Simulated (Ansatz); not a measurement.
# Sb2W (fluorite type): how the settings move a relaxation

Aim: see which settings change the result for Sb2W (fluorite type), by how much, and at what cost.

Computed with Ansatz 0.2.0 (reference: DFT, PBE, PAW with Ansatz's default frozen-core files, scalar-relativistic, unless a step's input says otherwise).

## Step 1: The structure to begin with

Symmetry: Fm-3m, No. 225, cubic system. The conventional cell has a = 6.510 Å, b = 6.510 Å, c = 6.510 Å, α = 90.00°, β = 90.00°, γ = 90.00°. Around W (site symmetry m-3m) lie 8 Sb at 2.82 Å. Around Sb (site symmetry -43m) lie 4 W at 2.82 Å.

As a file:

```
W Sb
1.0
     0.00000    3.25503    3.25503
     3.25503    0.00000    3.25503
     3.25503    3.25503    0.00000
W Sb
1 2
Direct
  0.00000 0.00000 0.00000
  0.25000 0.25000 0.25000
  0.75000 0.75000 0.75000
```

## Step 2: Reference

input.yaml

```yaml
crystal:
  lattice:
    - [0.0, 3.2550335667, 3.2550335667]
    - [3.2550335667, 0.0, 3.2550335667]
    - [3.2550335667, 3.2550335667, 0.0]
  atoms:
    - { symbol: W, position: [0.0, 0.0, 0.0] }
    - { symbol: Sb, position: [0.25, 0.25, 0.25] }
    - { symbol: Sb, position: [0.75, 0.75, 0.75] }
kpoints:
  mp_grid: { grid: [10, 10, 10] }
scf:
  occupations: { method: fermi_dirac, width: 0.08 }
hamiltonian:
  xc: pbe
  pseudopotentials: { kind: paw }
output:
  forces: true
  stress: true
relax:
  f_tol: 0.005
  max_steps: 80
  cell: {}
```

Started as:

```console
$ ansatz run input.yaml --threads 1 --pin off --max-ram 4096MiB --backend cpu --events-out ev --progress --plain --runs-dir out
```

## Step 3: Variant: n_extra_bands 8, preconditioner kerker_dos, accuracy medium

input.yaml: that of step 2 with these lines changed.

```diff
@@ -13,2 +13,4 @@
   occupations: { method: fermi_dirac, width: 0.08 }
+  n_extra_bands: 8
+  mixing: { preconditioner: kerker_dos }
 hamiltonian:
@@ -19,2 +21,6 @@
   stress: true
+  write_density: true
+  write_potential: true
+  elf: true
+  volumetric_format: npy
 relax:
@@ -23 +29,2 @@
   cell: {}
+accuracy: medium
```

Q: Predict the outcome of this session. Wanted: for each run, ending; energy change; pressure; gap; force.

As calculated:

```csv
run,ending,energy change,pressure (GPa),gap (eV),force (eV/Å),cycles,time
reference,converged,0,0.0,0.00,0.00,36,48 s
"1: n_extra_bands 8, preconditioner kerker_dos, accuracy medium",converged,0.0 meV/atom,0.0,0.00,0.00,49,59 s
```

Times don't compare one to one where runs were asked for different outputs or read a saved state (see the inputs); cycles may leave out searches for a lower state.

**Reading.** Changing the band count, mixing and accuracy level hardly moves the energy: 0.0 meV/atom. The reference leaves spin out although W can carry a moment, so its state need not be the lowest.
